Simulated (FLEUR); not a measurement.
The system is HPbNO4.

```
CELL_PARAMETERS angstrom
4.27531 -0.00040 0.00636
-2.08399 5.20775 -0.04907
-2.12377 -1.86574 4.91491
ATOMIC_POSITIONS crystal
H 0.99073 0.03330 0.90994
Pb 0.50274 0.81989 0.14287
N 0.00838 0.47408 0.50265
O 0.99816 0.92741 0.02877
O 0.19467 0.73435 0.60852
O 0.81673 0.35882 0.24556
O 0.01381 0.33121 0.65217
```

The cell was built by a generator and needn't be a form met in nature.

Base run:

- Program: FLEUR MaX-R8.1 (later development tree)
- Functional: LDA
- Potentials or basis: all-electron
- Basis: FLAPW
- Kmax: 6.3 1/bohr
- k mesh: 5 × 4 × 4
- Occupations: fermi-dirac, width 0.05 eV
- Spin: no spin polarisation

Its results: band gap on the k mesh 2.90 eV, indirect (least direct gap 3.13 eV).

Question: The run is repeated on the same cell with these changes: functional from LDA to PBE. What comes out?

Answer: Band gap on the k mesh 2.97 eV, indirect (least direct gap 3.18 eV).

Caveats: the plane-wave cutoff is short for the small spheres of the light atoms, so energies, forces and moduli aren't converged; spin-orbit coupling is left out, which as a rule narrows the gap of such compounds by several tenths of an eV; an odd mesh through Γ misses points on the zone boundary, where band edges often lie (some runs).

Not every run made on this cell is shown here.
